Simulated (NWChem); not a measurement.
# wB97X/jorge-TZP run of C2H5N (n-methylmethanimine)

What is the electronic atomisation energy of C2H5N (n-methylmethanimine) at wB97X/jorge-TZP? 

The results are computed with NWChem 7.3.0.

### Step 1. The molecule

C2H5N: 8 atoms, total charge 0, spin state singlet. SMILES: `C=NC`. Geometry: relaxed at PBE0-D4/def2-TZVP.

Bond lengths: C1–N2 1.257 Å, N2–C3 1.439 Å, C1–H4 1.100 Å, C1–H5 1.090 Å, C3–H6 1.100 Å, C3–H7 1.093 Å, C3–H8 1.093 Å. Angles: C1–N2–C3 117.9°, N2–C1–H4 123.2°, N2–C1–H5 119.4°, N2–C3–H6 113.7°, N2–C3–H7 109.0°, N2–C3–H8 109.1°, H4–C1–H5 117.3°, H6–C3–H7 109.1°, H6–C3–H8 109.1°, H7–C3–H8 106.7°.

### Step 2. The energy at wB97X/jorge-TZP (run 1)

The input, c2h5n.nw:

```
start c2h5n
memory stack 880 mb heap 220 mb global 1100 mb
charge 0

geometry units angstroms noautosym nocenter noautoz
C       -0.710300       0.748600      -0.789300
N        0.446000       0.313400      -0.558400
C        0.623700      -0.564000       0.568100
H       -1.585200       0.492200      -0.173900
H       -0.872600       1.413800      -1.636900
H       -0.302900      -0.759200       1.127700
H        1.036200      -1.514100       0.218000
H        1.365100      -0.130600       1.244700
end

basis spherical bse
* library jorge-TZP
end

dft
xc wb97x
grid fine
convergence energy 1e-08
iterations 100
mulliken
noprint "final vectors analysis"
end

task dft
```

The run is started by

```
nwchem c2h5n.nw > c2h5n.out
```

Output:

```text
Northwest Computational Chemistry Package (NWChem) 7.3.0
             --------------------------------------------------------

           Job information
           ---------------

    nwchem branch   = 7.3.0
    use scalapack   = T
    input           = c2h5n.nw
    prefix          = c2h5n.
    data base       = ./c2h5n.db
    status          = startup
    nproc           =        1

           Memory information
           ------------------

    heap     =     28835836 doubles =      220.0 Mbytes
    stack    =    115343361 doubles =      880.0 Mbytes
    global   =    144179200 doubles =     1100.0 Mbytes (distinct from heap & stack)
    total    =    288358397 doubles =     2200.0 Mbytes
    verify   = yes
    hardfail = no

           Directory information
           ---------------------

  0 permanent = .
  0 scratch   = .

                                NWChem Input Module
                                -------------------

 Scaling coordinates for geometry "geometry" by  1.889725989
 (inverse scale =  0.529177249)

[... 22 lines left out ...]
            Nuclear Dipole moment (a.u.)
[... 84 lines left out ...]
  convergence criterion.
[... 17 lines left out ...]
          Convergence on density requested:  1.00D-05
[... 28 lines left out ...]
          Spatial weights used:  Erf1
[... 3 lines left out ...]
          Convergence aids based upon iterative change in
[... 70 lines left out ...]
         Total DFT energy =     -133.948663375578
[... 1 line left out ...]
           Coulomb energy =      136.056348867838
[... 1 line left out ...]
 Nuclear repulsion energy =       72.513259553693
[... 21 lines left out ...]
    Atom       Charge   Shell Charges
 -----------   ------   -------------------------------------------------------
    1 C    6     5.94   0.67  1.13  0.26  0.32  0.31  1.04  1.18  0.63  0.03  0.33  0.04
    2 N    7     6.81   0.68  1.21  0.31  0.43  0.38  1.32  1.48  0.80  0.01  0.17  0.01
    3 C    6     5.92   0.67  1.13  0.25  0.28  0.28  1.05  1.24  0.66  0.03  0.32  0.04
[... 4 lines of this table left out ...]
    8 H    1     1.04   0.25  0.41  0.19  0.05  0.12  0.03

 center of mass
 --------------
 x =   0.21266925 y =   0.26790093 z =  -0.42534289

 moments of inertia (a.u.)
 ------------------
         126.329183844135          46.031600356742         -42.480089619867
          46.031600356742         137.384330759628          56.388639295224
         -42.480089619867          56.388639295224         126.896495907309

     Multipole analysis of the density
     ---------------------------------

     L   x y z        total         alpha         beta         nuclear
     -   - - -        -----         -----         ----         -------
     0   0 0 0     -0.000000    -12.000000    -12.000000     24.000000

     1   1 0 0     -0.499341     -2.368998     -2.368998      4.238655
[... 8 lines of this table left out ...]
     2   0 0 2    -14.616198    -31.297185    -31.297185     47.978173

 Task  times  cpu:      392.4s     wall:      392.4s
 Total times  cpu:      392.4s     wall:      392.4s
```

It took 6.6 min on 1 thread of AMD EPYC 7R43 (Zen 3), shared host; peak memory 0.12 GiB.

### Step 3. The C atom, same level (run 2)

The input, m1.nw:

```
echo
start m1
memory 2200 mb

geometry units bohr noautosym nocenter noautoz
  C      0.00000000     0.00000000     0.00000000
end

basis spherical bse
  * library jorge-TZP
end

dft
  xc wb97x
  mult 3
  grid fine
  convergence energy 1e-08
  iterations 100
  mulliken
  print low
end

task dft
```

Run the same way, it converges to -37.84419 Eh (log not shown).

Run 3 isn't shown in full; the table further down has it.

### Step 4. The N atom, same level (run 4)

The input, n.nw:

```
START n
TITLE "N"
memory 2200 mb
GEOMETRY units angstrom noautosym nocenter noautoz
  N      0.000000     0.000000     0.000000
END
BASIS spherical bse
  * library jorge-TZP
END
DFT
  xc wb97x
  mult 4
  grid fine
  convergence energy 1e-08
  maxiter 100
  mulliken
  print low
END
TASK dft energy
```

Run the same way, it converges to -54.58879 Eh (log not shown).

### Step 5. The series

| run | level | partner | energy (Eh) | wall time |
| --- | --- | --- | --- | --- |
| 1 | wB97X/jorge-TZP | base | -133.948663 | 6.6 min |
| 2 | U-wB97X/jorge-TZP | atoms | -37.844190 | 1.7 s |
| 3 | U-wB97X/jorge-TZP | atoms | -0.501200 | 0.97 s |
| 4 | U-wB97X/jorge-TZP | atoms | -54.588785 | 1.6 s |

### Step 6. Summary of results

Level: wB97X/jorge-TZP.

```
                     quantity         value
         N atom: total energy  -54.58879 Eh
                 N atom: ⟨S²⟩         3.756
electronic atomisation energy     31.715 eV
```

What this shows: Taking the molecule apart into free atoms costs 31.71 eV (731 kcal/mol), before zero-point energy and without spin-orbit coupling. All runs together took 6.6 min, the longest 6.6 min.
